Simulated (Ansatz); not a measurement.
# CuI2 (P4/mmm) in Ansatz: convergence with wavefunction cutoff

Aim: find how far wavefunction cutoff must go before the results for CuI2 settle, at r2SCAN. This setting moves, with any that are tied to it; all else stays.

All numbers are computed with Ansatz 0.2.0; they aren't measurements. Logs are shortened: lines on timing, memory, paths and dates and some standing lists are left out, and cuts for length are marked.

### 1 The structure

Symmetry: P4/mmm, No. 123, tetragonal system. The conventional cell has a = 5.200 Å, b = 5.200 Å, c = 4.544 Å, α = 90.00°, β = 90.00°, γ = 90.00°. I (site symmetry mmm) is surrounded by 2 Cu at 2.60 Å. Around Cu (site symmetry 4/mmm) lie 4 I at 2.60 Å.

The cell comes from a database or a generator and needn't be the stable form of this composition.

### 2 With wavefunction cutoff 400 eV

The input, input.yaml:

```yaml
crystal:
  lattice:
    - [5.200384, 0.0, 0.0]
    - [0.0, 5.200384, 0.0]
    - [0.0, 0.0, 4.54417]
  atoms:
    - { symbol: I, position: [0.5, 0.0, 0.0] }
    - { symbol: I, position: [0.0, 0.5, 0.0] }
    - { symbol: Cu, position: [0.0, 0.0, 0.0] }
hamiltonian:
  xc: r2scan
  pseudopotentials: { kind: nc, accuracy: standard }
kpoints:
  mp_grid: { grid: [5, 5, 5] }
scf:
  occupations: { method: fermi_dirac, width: 0.05 }
output:
  forces: true
  stress: true
  eigenvalues: true
basis:
  ecutwfc: "400 eV"
```

Potentials or basis: PseudoDojo standard (PBE files).

The run is started by

```bash
$ ansatz run input.yaml --threads 2 --pin off --max-ram 5632MiB --backend cpu --events-out ev --progress --plain --runs-dir out
```

What it wrote:

```text
Warning: basis.ecutwfc = 400 eV is below the records' recommended 1251.723767 eV, and the density's cutoff is lower with it unless basis.ecutrho_ratio is high enough to keep the records' density cutoff: compare with a run at a higher cutoff
Warning: hamiltonian.xc reads the kinetic-energy density τ on the library's norm-conserving files, and those of I, Cu were made for PBE. This build holds files of I, Cu that were made for r²SCAN, which a deck under this functional can read where it names no table (hamiltonian.pseudopotentials.accuracy or source), types no xc_functional and has no exact exchange, max_exx_coeff or level of output.embedding that keeps them out. To compare such runs, type hamiltonian.pseudopotentials: {kind: paw, frozen_core: stored} on both or, where PAW refuses one, {kind: nc, accuracy: standard}
Warning: RAYON_NUM_THREADS=2 ignored (pool sized by the plan → 2); use --threads N
Engine: ansatz 0.2.0, aarch64-unknown-linux-gnu
Pseudopotentials: kind: nc
Pseudopotential: I, nc, valence charge 7, recommended cutoff 952.398519 eV (normal), I.nc.azcp (PseudoDojo's, or run here from an input of PseudoDojo's; its table is named by hamiltonian.pseudopotentials.accuracy)
Pseudopotential: Cu, nc, valence charge 19, recommended cutoff 1251.723767 eV (normal), Cu.nc.azcp (PseudoDojo's, or run here from an input of PseudoDojo's; its table is named by hamiltonian.pseudopotentials.accuracy)
Functional definition: r2SCAN
  parameter k0 = 0.174
  parameter k1 = 0.065
  parameter a1 = 4.9479
  exchange = r2scan_x(k0 = k0, k1 = k1, a1 = a1)
  correlation = r2scan_c
Crystal: 3 atoms, lattice volume = 122.893 Å³
Basis set: ecut = 400 eV, 2203 PW (Γ), exchange–correlation on 144×144×120 points (64 copies of the dense FFT grid, shifted against one another)
Bands: 21, of which v1, the nominal top of the filled ones, is band 17 counted from 1 (16 counted from 0)
Symmetry: 16 space group operations
Space group: P4/mmm (ITA 123), of the structure as read, at distance tolerance 5.0e-5 Å
k-points: 18 of 125
Non-local potential: I, projectors of the file, l = 0: 2, l = 1: 2, l = 2: 2, l = 3: 2
Non-local potential: Cu, projectors of the file, l = 0: 2, l = 1: 2, l = 2: 2
Initial density: superposition of atomic densities (chi_scale 0.1, normalization cell, long waves kept (reshape's long-wave potential 0.01 eV rms))
Initial wavefunctions: pseudopotential atomic-orbital guess
Functional: x = r2scan, c = r2scan; τ floored in thin density (d = 2e-4 eV/Å³)
SCF iter   1: F=—  HF=-5759.051413 eV  |F-HF|=—  |Δ(HF+E_count)|=         —  Δρ=5.86e-1  dr2=3.34e2  dr2_τ=2.15e3  ethr=3.10e-3  ⟨swp⟩=6.4  Hψ=2178  notcnv=0
preconditioner: auto → LDOS  [metal: Δε(μ)=0.073 eV  Ē_g=6.272 eV  σ=0.050 eV  W_gap=0.33  n_scr=18 (ndim 8)  ℏωp=15.3 eV  f_vac=0.181  D(μ)=5.62/eV (n_scr^D=48)  β→1.0]
SCF iter   2: F=—  HF=-5692.222120 eV  |F-HF|=—  |Δ(HF+E_count)|=    6.68e1  Δρ=9.67e-2  dr2=5.31e0  dr2_τ=3.13e2  ethr=3.10e-3  ⟨swp⟩=3.9  Hψ=1440  notcnv=0
SCF iter   3: F=—  HF=-5693.305119 eV  |F-HF|=—  |Δ(HF+E_count)|=    1.08e0  Δρ=1.90e-2  dr2=4.15e-1  dr2_τ=1.75e-1  ethr=3.10e-3  ⟨swp⟩=3.3  Hψ=1017  notcnv=0  defer=3
SCF iter   4: F=—  HF=-5693.406811 eV  |F-HF|=—  |Δ(HF+E_count)|=   1.02e-1  Δρ=8.47e-3  dr2=1.18e-1  dr2_τ=2.96e-2  ethr=1.26e-3  ⟨swp⟩=2.8  Hψ=744  notcnv=0  defer=3
SCF iter   5: F=—  HF=-5693.389550 eV  |F-HF|=—  |Δ(HF+E_count)|=   1.73e-2  Δρ=2.05e-3  dr2=7.03e-3  dr2_τ=1.13e-3  ethr=3.59e-4  ⟨swp⟩=2.2  Hψ=590  notcnv=0  defer=3
SCF iter   6: F=—  HF=-5693.388563 eV  |F-HF|=—  |Δ(HF+E_count)|=   9.87e-4  Δρ=7.68e-4  dr2=1.04e-3  dr2_τ=2.39e-4  ethr=2.13e-5  ⟨swp⟩=2.4  Hψ=766  notcnv=0  defer=4
SCF iter   7: F=—  HF=-5693.388343 eV  |F-HF|=—  |Δ(HF+E_count)|=   2.20e-4  Δρ=1.28e-4  dr2=2.95e-5  dr2_τ=9.98e-6  ethr=3.16e-6  ⟨swp⟩=2.4  Hψ=570  notcnv=0  defer=3
SCF iter   8: F=—  HF=-5693.388341 eV  |F-HF|=—  |Δ(HF+E_count)|=   1.76e-6  Δρ=1.26e-5  dr2=2.15e-7  dr2_τ=4.78e-8  ethr=8.94e-8  ⟨swp⟩=2.4  Hψ=646  notcnv=0  defer=3
SCF iter   9: F=-5693.388341 eV  HF=-5693.388341 eV  |F-HF|=1.71e-9  |Δ(HF+E_count)|=   9.35e-8  Δρ=1.51e-6  dr2=2.62e-9  dr2_τ=1.73e-9  ethr=3.03e-10  ⟨swp⟩=8.6  Hψ=2085  notcnv=0
SCF 1 converged in 9 iterations: F = -5693.388341 eV  dr2 = 2.62e-9
SCF converged after 9 iterations
Free energy (F): -5693.388341 eV
Harris-Foulkes:  -5693.388341 eV  (|F-HF|=1.71e-9)
Internal energy: -5693.360417 eV  (E = F + TS)
E sigma→0 (E₀):  -5693.374379 eV
Entropy (-TS):   -0.027925 eV (-9.308 meV/atom)
Fermi energy:    2.235986 eV
--- Per-component energies (eV) ---
  E_band       = -846.121944
  E_kinetic    = 2143.321203
  E_local      = -7030.441441  (includes V_loc(G=0)·N_el)
  E_nonlocal   = -516.491524
  E_hartree    = 2685.441424
  E_xc         = -832.471698
  E_vxc        = -872.932331  (∫ρ·V_xc dr)
  E_vtau       = 59.542922  (kinetic-family band-sum trace: ∫τ·v_τ [+ j·A + Jᵃ·Aᵃ] dr)
  E_ewald      = -2142.718381
  E_smearing   = -0.027925  (= −TS)
  E_closure    = 0.000000  (closes the sum)
  Σ components = -5693.388341   (vs F -5693.388341, Δ=0.00e0)
--- Forces (eV/Å), atoms counted from 1 ---
  atom   1  I     -0.00000000     0.00000000     0.00000000
  atom   2  I      0.00000000     0.00000000     0.00000000
  atom   3  Cu    -0.00000000    -0.00000000     0.00000000
  max |Σ_I F_I| component: 2.17e-30 eV/Å
--- Stress (GPa, compression-positive) ---
       -4.252220       0.000000       0.000000
        0.000000      -4.252220       0.000000
        0.000000       0.000000      -0.378194
  P = ⅓ Tr σ = -2.9609 GPa (-29.609 kbar)
--- Band table (eV; the first three rows and the last of 18) ---
  k-point 0: bands = ["-148.0125", "-83.5202", "-83.5202", "-82.7641", "-11.0829", "-9.8205", "-1.4304", "-1.4304", "-0.9140", "-0.3694", "-0.0319", "0.0163", "0.0163", "0.6223", "1.5650", "1.7376", "1.7376", "1.8621", "7.1642", "9.0402", "10.3609"]
  k-point 1: bands = ["-148.0378", "-83.9245", "-83.9245", "-83.6582", "-11.0569", "-9.8014", "-1.4025", "-1.4025", "-0.9014", "-0.8156", "-0.6586", "-0.6586", "-0.4750", "0.1972", "1.5782", "1.6533", "1.7622", "1.7622", "7.8987", "9.1950", "10.4141"]
  k-point 2: bands = ["-148.0244", "-83.6303", "-83.6303", "-83.1378", "-11.0102", "-9.7649", "-1.3330", "-1.3330", "-0.6983", "-0.5702", "-0.4015", "-0.3989", "-0.3989", "0.0593", "1.1685", "1.8073", "1.8073", "1.8177", "8.6887", "8.9957", "9.5390"]
  k-point 17: bands = ["-148.0236", "-83.7144", "-83.5941", "-83.0731", "-10.2925", "-10.1589", "-4.0623", "-2.2339", "-1.8344", "-0.9427", "-0.8386", "0.3754", "0.4092", "1.0399", "1.1322", "2.4983", "3.8068", "5.8916", "7.1496", "7.9185", "9.9685"]
```

Run time: 3.1 s. Hardware: 2 threads of Arm Neoverse V2, shared host; peak memory 0.42 GiB.

What came out:

* Free energy: -5693.3883 eV
* Pressure: -3.0 GPa
* Band gap on the k mesh: none (metal or under the smearing width)

### 3 With wavefunction cutoff 500 eV

input.yaml, as its differences from that of step 2:

```diff
@@ -21,2 +21,2 @@
 basis:
-  ecutwfc: "400 eV"
+  ecutwfc: "500 eV"
```

Potentials or basis: PseudoDojo standard (PBE files).

The run is started by

```bash
$ ansatz run input.yaml --threads 2 --pin off --max-ram 5632MiB --backend cpu --events-out ev --progress --plain --runs-dir out
```

It took 4.3 s on 2 threads of Arm Neoverse V2, shared host; peak memory 0.5 GiB.

Results:

```yaml
Free_energy: -5803.5971 eV
Pressure: -1.1 GPa
Band_gap_on_the_k_mesh: none (metal or under the smearing width)
```

### 4 With wavefunction cutoff 600 eV

input.yaml, as its differences from that of step 3:

```diff
@@ -21,2 +21,2 @@
 basis:
-  ecutwfc: "500 eV"
+  ecutwfc: "600 eV"
```

The run is started by

```bash
$ ansatz run input.yaml --threads 2 --pin off --max-ram 5632MiB --backend cpu --events-out ev --progress --plain --runs-dir out
```

Run time: 4.6 s. Hardware: 2 threads of Arm Neoverse V2, shared host; peak memory 0.61 GiB.

Results:

```yaml
Free_energy: -5859.0956 eV
Pressure: -0.3 GPa
Band_gap_on_the_k_mesh: none (metal or under the smearing width)
```

### 5 With wavefunction cutoff 700 eV

input.yaml, as its differences from that of step 4:

```diff
@@ -21,2 +21,2 @@
 basis:
-  ecutwfc: "600 eV"
+  ecutwfc: "700 eV"
```

The run is started by

```bash
$ ansatz run input.yaml --threads 2 --pin off --max-ram 5632MiB --backend cpu --events-out ev --progress --plain --runs-dir out
```

It took 5.5 s on 2 threads of Arm Neoverse V2, shared host; peak memory 0.62 GiB.

Results:

```
Free energy            : -5884.4144 eV
Pressure               : -0.2 GPa
Band gap on the k mesh : none (metal or under the smearing width)
```

### 6 With wavefunction cutoff 850 eV

input.yaml, as its differences from that of step 5:

```diff
@@ -21,2 +21,2 @@
 basis:
-  ecutwfc: "700 eV"
+  ecutwfc: "850 eV"
```

Potentials or basis: PseudoDojo standard (PBE files).

The run is started by

```bash
$ ansatz run input.yaml --threads 2 --pin off --max-ram 5632MiB --backend cpu --events-out ev --progress --plain --runs-dir out
```

It took 7 s on 2 threads of Arm Neoverse V2, shared host; peak memory 0.75 GiB.

It converged, with:

```yaml
Free_energy: -5896.4487 eV
Pressure: -0.2 GPa
Band_gap_on_the_k_mesh: none (metal or under the smearing width)
```

### 7 With wavefunction cutoff 1000 eV

input.yaml, as its differences from that of step 6:

```diff
@@ -21,2 +21,2 @@
 basis:
-  ecutwfc: "850 eV"
+  ecutwfc: "1000 eV"
```

The run is started by

```bash
$ ansatz run input.yaml --threads 2 --pin off --max-ram 5632MiB --backend cpu --events-out ev --progress --plain --runs-dir out
```

Wall time 8.8 s (2 threads of Arm Neoverse V2, shared host); peak memory 0.89 GiB.

It converged, with:

| Item | Value |
| --- | --- |
| Free energy | -5898.4383 eV |
| Pressure | -0.1 GPa |
| Band gap on the k mesh | none (metal or under the smearing width) |

### 8 With wavefunction cutoff 1200 eV

input.yaml, as its differences from that of step 7:

```diff
@@ -21,2 +21,2 @@
 basis:
-  ecutwfc: "1000 eV"
+  ecutwfc: "1200 eV"
```

The run is started by

```bash
$ ansatz run input.yaml --threads 2 --pin off --max-ram 5632MiB --backend cpu --events-out ev --progress --plain --runs-dir out
```

It took 12 s on 2 threads of Arm Neoverse V2, shared host; peak memory 1.1 GiB.

The run converged. Its results:

* Free energy: -5898.6419 eV
* Pressure: -0.1 GPa
* Band gap on the k mesh: none (metal or under the smearing width)

### 9 With wavefunction cutoff 1400 eV

input.yaml, as its differences from that of step 8:

```diff
@@ -21,2 +21,2 @@
 basis:
-  ecutwfc: "1200 eV"
+  ecutwfc: "1400 eV"
```

Potentials or basis: PseudoDojo standard (PBE files).

The run is started by

```bash
$ ansatz run input.yaml --threads 2 --pin off --max-ram 5632MiB --backend cpu --events-out ev --progress --plain --runs-dir out
```

It took 16 s on 2 threads of Arm Neoverse V2, shared host; peak memory 1.4 GiB.

Results (log left out):

```yaml
Free_energy: -5898.6447 eV
Pressure: -0.1 GPa
Band_gap_on_the_k_mesh: none (metal or under the smearing width)
```

### 10 With wavefunction cutoff 1700 eV

input.yaml, as its differences from that of step 9:

```diff
@@ -21,2 +21,2 @@
 basis:
-  ecutwfc: "1400 eV"
+  ecutwfc: "1700 eV"
```

The run is started by

```bash
$ ansatz run input.yaml --threads 2 --pin off --max-ram 5632MiB --backend cpu --events-out ev --progress --plain --runs-dir out
```

Wall time 23 s (2 threads of Arm Neoverse V2, shared host); peak memory 1.8 GiB.

Results (log left out):

| Property | Result |
| --- | --- |
| Free energy | -5898.6456 eV |
| Pressure | -0.1 GPa |
| Band gap on the k mesh | none (metal or under the smearing width) |

### 11 Result

```
wavefunction cutoff  energy less the tightest run, at zero smearing (meV/atom)  pressure (GPa)  SCF cycles  CPU time (s)  peak memory (GiB)
             400 eV                                                   68418.50           -2.96           9           6.1               0.42
             500 eV                                                   31682.24           -1.06          10           8.4                0.5
             600 eV                                                   13183.01           -0.31           8           9.1               0.61
             700 eV                                                    4743.51           -0.22           8            11               0.62
             850 eV                                                     732.25           -0.18           8            14               0.75
            1000 eV                                                      69.10           -0.14           8            17               0.89
            1200 eV                                                       1.23           -0.14           8            23                1.1
            1400 eV                                                       0.28           -0.14          10            32                1.4
            1700 eV                                                       0.00           -0.14           9            45                1.8
```

Against the tightest run, the energy stays within 1 meV/atom from 1400 eV on; the pressure stays within 0.1 GPa from 700 eV on. The tightest run that finished is the yardstick and may itself not be fully converged.

Caveats: the meta-GGA runs on potentials made for a GGA; the potentials were made for another functional, which shifts forces and pressure; an odd number of electrons without spin polarisation forces a metal; a magnetic or distorted state may lie lower; the run has no spin polarisation, though such a crystal can be magnetic; semilocal functionals often make such compounds metallic where correlation or magnetic order opens a gap, which also shifts bond lengths.
